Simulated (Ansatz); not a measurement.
**BrFH2Si: interaction energy of a dimer with the counterpoise correction in Python**

A script is to give the interaction energy of a dimer with the counterpoise correction; the system is BrFH2Si.

Computed with Ansatz 0.2.0 through its Python package. Level of theory: B3LYP/def2-SVP.

### 1 Starting point

Bond lengths: F1–Si2 1.605 Å, Si2–Br3 2.239 Å, Si2–H4 1.472 Å, Si2–H5 1.490 Å. Angles: F1–Si2–Br3 111.5°, F1–Si2–H4 109.3°, F1–Si2–H5 108.7°, Br3–Si2–H4 111.0°, Br3–Si2–H5 109.8°, H4–Si2–H5 106.4°.

The script holds or builds the structure itself.

### 2 Script

Input file brfh2si_dimer.py:

```python
# -*- coding: utf-8 -*-
import ansatz as az

FIRST = [
    ("F", (-0.3088, -0.2502, 1.5966)),
    ("Si", (0.0777, -0.085, 0.0471)),
    ("Br", (-1.3242, 1.3094, -1.0029)),
    ("H", (0.0845, -1.4094, -0.5961)),
    ("H", (1.4707, 0.435, -0.0446)),
]
SECOND = [
    ("F", (-0.3789, 3.2397, 2.8133)),
    ("Si", (-1.8796, 3.4548, 2.2849)),
    ("Br", (-1.9223, 4.6949, 0.4215)),
    ("H", (-2.6857, 4.0747, 3.3497)),
    ("H", (-2.4876, 2.1212, 2.0185)),
]

def energy(atoms, ghosts=()):
    molecule = az.Crystal.molecule()
    for symbol, xyz in atoms:
        molecule = molecule.atom(symbol, xyz)
    calc = (
        molecule.calculation()
        .basis(gaussian="def2-SVP")
        .functional("b3lyp")
    )
    deck = calc.input()
    if ghosts:
        deck = deck.set(az.key.basis.gaussian.ghost_atoms, [{"symbol": s, "position_ang": list(xyz)} for s, xyz in ghosts])
    return az.Session.from_dict(deck).plan().execute().report["free_energy_ev"]


def main():
    both = energy(FIRST + SECOND)
    alone = energy(FIRST) + energy(SECOND)
    ghosted = energy(FIRST, SECOND) + energy(SECOND, FIRST)
    print(f"dimer {both:.6f} eV")
    print(f"interaction, uncorrected   {96.485332 * (both - alone):8.3f} kJ/mol")
    print(f"interaction, counterpoise  {96.485332 * (both - ghosted):8.3f} kJ/mol")
    print(f"basis-set superposition    {96.485332 * (alone - ghosted):8.3f} kJ/mol")


if __name__ == "__main__":
    main()
```

### 3 The calls as engine input

The engine receives this input (first run):

```yaml
crystal:
  periodic: [false, false, false]
  atoms:
    - { symbol: F, position_ang: [-0.3088, -0.2502, 1.5966] }
    - { symbol: Si, position_ang: [0.0777, -0.085, 0.0471] }
    - { symbol: Br, position_ang: [-1.3242, 1.3094, -1.0029] }
    - { symbol: H, position_ang: [0.0845, -1.4094, -0.5961] }
    - { symbol: H, position_ang: [1.4707, 0.435, -0.0446] }
    - { symbol: F, position_ang: [-0.3789, 3.2397, 2.8133] }
    - { symbol: Si, position_ang: [-1.8796, 3.4548, 2.2849] }
    - { symbol: Br, position_ang: [-1.9223, 4.6949, 0.4215] }
    - { symbol: H, position_ang: [-2.6857, 4.0747, 3.3497] }
    - { symbol: H, position_ang: [-2.4876, 2.1212, 2.0185] }
basis:
  gaussian:
    orbitals: def2-SVP
hamiltonian:
  xc: b3lyp
```

### 4 The run

Launch:

```console
$ python brfh2si_dimer.py
```

The log of the run:

```text
dimer -161328.190102 eV
interaction, uncorrected      1.752 kJ/mol
interaction, counterpoise     7.559 kJ/mol
basis-set superposition       5.807 kJ/mol
```

Wall time 24 s (1 thread of Arm Neoverse V1, shared host); peak memory 0.48 GiB.

### 5 What changed from run to run

The engine's inputs for some of the other runs:

Run 2, against run 1:

```diff
@@ -9,5 +8,0 @@
-    - { symbol: F, position_ang: [-0.3789, 3.2397, 2.8133] }
-    - { symbol: Si, position_ang: [-1.8796, 3.4548, 2.2849] }
-    - { symbol: Br, position_ang: [-1.9223, 4.6949, 0.4215] }
-    - { symbol: H, position_ang: [-2.6857, 4.0747, 3.3497] }
-    - { symbol: H, position_ang: [-2.4876, 2.1212, 2.0185] }
```

Run 3, against run 1:

```diff
@@ -4,5 +3,0 @@
-    - { symbol: F, position_ang: [-0.3088, -0.2502, 1.5966] }
-    - { symbol: Si, position_ang: [0.0777, -0.085, 0.0471] }
-    - { symbol: Br, position_ang: [-1.3242, 1.3094, -1.0029] }
-    - { symbol: H, position_ang: [0.0845, -1.4094, -0.5961] }
-    - { symbol: H, position_ang: [1.4707, 0.435, -0.0446] }
```

Run 5, against run 1:

```diff
@@ -4,5 +3,0 @@
-    - { symbol: F, position_ang: [-0.3088, -0.2502, 1.5966] }
-    - { symbol: Si, position_ang: [0.0777, -0.085, 0.0471] }
-    - { symbol: Br, position_ang: [-1.3242, 1.3094, -1.0029] }
-    - { symbol: H, position_ang: [0.0845, -1.4094, -0.5961] }
-    - { symbol: H, position_ang: [1.4707, 0.435, -0.0446] }
@@ -16,0 +12,6 @@
+    ghost_atoms:
+      - { symbol: F, position_ang: [-0.3088, -0.2502, 1.5966] }
+      - { symbol: Si, position_ang: [0.0777, -0.085, 0.0471] }
+      - { symbol: Br, position_ang: [-1.3242, 1.3094, -1.0029] }
+      - { symbol: H, position_ang: [0.0845, -1.4094, -0.5961] }
+      - { symbol: H, position_ang: [1.4707, 0.435, -0.0446] }
```

Lines on the test bed's own set-up are left out of the output.

A comment line of the script is reworded here; the code is as run.

### 6 What each run gave

One row for each of the 5 runs:

```tsv
run	system	ghost atoms	energy (eV)	SCF cycles	CPU time (s)
1	Br2F2H4Si2	not set	-161328.1901	17	9.3
2	BrFH2Si	not set	-80664.1041	15	1.8
3	BrFH2Si	not set	-80664.1041	15	1.8
4	BrFH2Si	a list of 5	-80664.1398	15	5.3
5	BrFH2Si	a list of 5	-80664.1287	15	5.7
```

Totals carry meaning only in balanced differences at one level of theory.

### 7 What came out

```
                        quantity         value
 interaction energy, uncorrected  1.752 kJ/mol
interaction energy, counterpoise  7.559 kJ/mol
                   runs compared             5
```

What this shows: The pair is unbound at this geometry and level. Uncorrected it is 1.752 kJ/mol, with the counterpoise correction 7.559 kJ/mol; the difference, 5.81 kJ/mol, is the superposition error. The pose is repulsive. Reading the output:
- The dimer is a generated trial pose of unrelaxed monomers, not a minimum, so the figure is no binding energy, and the basis set is small.
- b3lyp holds the VWN-RPA fit, as in Gaussian; the form of ORCA and Turbomole is b3lyp5.
- This level lacks the dispersion part of the attraction (electrostatics and induction are there), which can decide the sign where the interaction is weak.
